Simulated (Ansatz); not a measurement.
**CH₇NO₃Zr: a ladder of functionals and wavefunction methods**

One table from this session's results is given with a row withheld; the runs are named, their logs left out.

Method: functionals in def2-TZVPP, the program's frozen cores in correlated methods; program: Ansatz 0.2.0, Gaussian basis.

The runs, in order: LDA (SPW92), PBE-D4, revPBE-D4, BLYP-D4, r2SCAN-D4, B97M-V, PBE0-D4, B3LYP-D4, r2SCANh-D4, r2SCAN0-D4, HSE06-D4, BHLYP-D4, CAM-B3LYP-D4, LC-ωPBE, ωB97X-V, ωB97M-V, B2PLYP, PBE-QIDH; CCSD(T)/def2-SVP; CCSD(T)/def2-TZVPP; MP2/def2-QZVPP; extrapolation to the limit; RPA on PBE.

## Structure used throughout

The geometry comes from an earlier relaxation with PBE0-D4 in a triple-zeta def2 set; it is a stationary point, not always the lowest conformer. Zr takes the def2 core potential; no spin-orbit term is included.

SMILES `C[O][Zr]([NH2])([OH])[OH]`, 13 atoms, charge 0, spin multiplicity 1.

Atoms are counted from 1 here; the program's logs count them from 0.

Bond lengths: C1–O2 1.386 Å, C1–H7 1.096 Å, C1–H8 1.096 Å, C1–H9 1.096 Å, O2–Zr3 1.926 Å, Zr3–N4 2.045 Å, Zr3–O5 1.937 Å, Zr3–O6 1.937 Å, N4–H10 1.010 Å, N4–H11 1.010 Å, O5–H12 0.952 Å, O6–H13 0.952 Å. Angles: O2–C1–H7 111.0°, O2–C1–H8 110.6°, O2–C1–H9 111.0°, H7–C1–H8 108.1°, H7–C1–H9 108.0°, H8–C1–H9 108.1°, C1–O2–Zr3 167.2°, O2–Zr3–N4 110.5°, O2–Zr3–O5 108.5°, O2–Zr3–O6 108.4°, N4–Zr3–O5 107.0°, N4–Zr3–O6 107.1°, O5–Zr3–O6 115.3°, Zr3–N4–H10 125.6°, Zr3–N4–H11 125.7°, H10–N4–H11 108.7°, Zr3–O5–H12 157.9°, Zr3–O6–H13 157.7°.

The first run:

The input, in.yaml:

```yaml
crystal:
  periodic: [false, false, false]
  atoms:
    - {symbol: C, position_ang: [-1.999205, 1.330640, -0.323919]}
    - {symbol: O, position_ang: [-0.717442, 0.831896, -0.155188]}
    - {symbol: Zr, position_ang: [0.862148, -0.239483, 0.102073]}
    - {symbol: N, position_ang: [0.367427, -2.216215, 0.279024]}
    - {symbol: O, position_ang: [1.979349, -0.072477, -1.470884]}
    - {symbol: O, position_ang: [1.695951, 0.289146, 1.768174]}
    - {symbol: H, position_ang: [-2.474689, 0.899331, -1.212537]}
    - {symbol: H, position_ang: [-1.975967, 2.419770, -0.445749]}
    - {symbol: H, position_ang: [-2.628130, 1.099028, 0.543595]}
    - {symbol: H, position_ang: [0.302815, -2.877289, -0.482254]}
    - {symbol: H, position_ang: [0.159195, -2.696156, 1.143332]}
    - {symbol: H, position_ang: [2.423134, 0.355469, -2.196269]}
    - {symbol: H, position_ang: [2.005413, 0.876350, 2.450622]}
basis:
  gaussian: {orbitals: def2-TZVPP}
hamiltonian: {xc: lda}
output: {orbitals: {seedname: orbitals}}
```

Started as:

```
$ ansatz run in.yaml --threads 2 --pin off --events-out ev --progress --plain --max-ram 22528MiB --backend cuda --devices 0, --max-vram 18GiB
```

Steps of the session up to this table: LDA; PBE-D4 (GGA); revPBE-D4 (GGA); BLYP-D4 (GGA); r2SCAN-D4 (meta-GGA); B97M-V (meta-GGA); PBE0-D4 (hybrid); B3LYP-D4 (hybrid); r2SCANh-D4 (hybrid); r2SCAN0-D4 (hybrid); HSE06-D4 (hybrid); BHLYP-D4 (hybrid); CAM-B3LYP-D4 (range-separated); LC-ωPBE (range-separated); ωB97X-V (range-separated); ωB97M-V (range-separated); B2PLYP (double hybrid); PBE-QIDH (double hybrid).

One of the session's tables, all rows but one given; the rest of the session is left out.

It belongs to the step «Orbital energies across the functionals». 

| functional | HOMO (eV) | gap (eV) |
| --- | --- | --- |
| LDA (SPW92) | -5.63 | 4.82 |
| PBE-D4 | -5.45 | 4.74 |
| revPBE-D4 | -5.38 | 4.70 |
| BLYP-D4 | -5.33 | 4.60 |
| r2SCAN-D4 | -5.74 | 5.55 |
| B97M-V | -5.79 | 5.14 |
| PBE0-D4 | -6.85 | 6.79 |
| B3LYP-D4 | -6.61 | 6.26 |
| r2SCANh-D4 | -6.26 | 6.31 |
| r2SCAN0-D4 | -7.06 | 7.36 |
| HSE06-D4 | -6.45 | 6.05 |
| BHLYP-D4 | -8.17 | 8.53 |
| CAM-B3LYP-D4 | -8.27 | 8.78 |
| LC-ωPBE | -9.66 | 11.17 |
| ωB97X-V | -9.29 | 10.67 |
| ωB97M-V | ? | ? |

Estimate the missing values for ωB97M-V.

**Answer.** HOMO (eV): -9.21; gap (eV): 10.01. In the column «HOMO (eV)» it lies between ωB97X-V (-9.29) and CAM-B3LYP-D4 (-8.27).
